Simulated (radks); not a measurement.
# Polarisabilities and dispersion coefficients of Be, B⁺, C²⁺ and others

One table from this session's results is given with a row withheld; the runs are named, their logs left out.

Method: scalar-relativistic Kohn-Sham, LDA (Slater exchange, Perdew-Wang correlation), spin-polarised, spherical densities, finite nucleus. Code: radks (a radial shooting solver on a logarithmic mesh, Libxc functionals) version 1.

## The atom as given

| Quantity | Value |
| --- | --- |
| species | Be ([He] 2s2), B⁺ ([He] 2s2), C²⁺ ([He] 2s2), N³⁺ ([He] 2s2), O⁴⁺ ([He] 2s2), F⁵⁺ ([He] 2s2), Ne⁶⁺ ([He] 2s2), Mg⁸⁺ ([He] 2s2) |

The first run:

Settings of this run:

```text
Z 4
configuration [He] 2s2
relativity scalar-relativistic
functional lda,pw
spin polarised
nucleus finite rms 2.519 fm
c 137.035999084
response adiabatic LDA kernel
```

Steps of the session up to this table: Be, [He] 2s2; B⁺, [He] 2s2; C²⁺, [He] 2s2; N³⁺, [He] 2s2; O⁴⁺, [He] 2s2; F⁵⁺, [He] 2s2; Ne⁶⁺, [He] 2s2; Mg⁸⁺, [He] 2s2.

One table of the session follows, with a row left open; its other results are not shown here.

| species | −ε(HOMO) (eV) | α (bohr³) | α uncoupled (bohr³) | C6 (hartree bohr⁶) | C8 (hartree bohr⁸) |
| --- | --- | --- | --- | --- | --- |
| Be | ? | ? | ? | ? | ? |
| B⁺ | 19.411 | 10.77 | 20.26 | 29.14 | 549.0 |
| C²⁺ | 40.170 | 4.249 | 8.006 | 6.503 | 61.51 |
| N³⁺ | 67.794 | 2.102 | 3.953 | 2.058 | 11.39 |
| O⁴⁺ | 102.26 | 1.191 | 2.233 | 0.8060 | 2.867 |
| F⁵⁺ | 143.57 | 0.7386 | 1.381 | 0.3651 | 0.8897 |
| Ne⁶⁺ | 191.72 | 0.4891 | 0.9115 | 0.1839 | 0.3217 |
| Mg⁸⁺ | 308.60 | 0.2458 | 0.4549 | 0.05836 | 0.05824 |

Q: Estimate the row for Be from the others.

As computed: −ε(HOMO) (eV): 5.600; α (bohr³): 43.78; α uncoupled (bohr³): 80.52; C6 (hartree bohr⁶): 263.7; C8 (hartree bohr⁸): 13541. In the column «−ε(HOMO) (eV)» it is the lowest.

In words: Uncoupled leaves out the potential induced by the response; Be is the most polarisable and Mg⁸⁺ the least, a factor 178 apart. C8 is given only where no p, d or f shell is open.
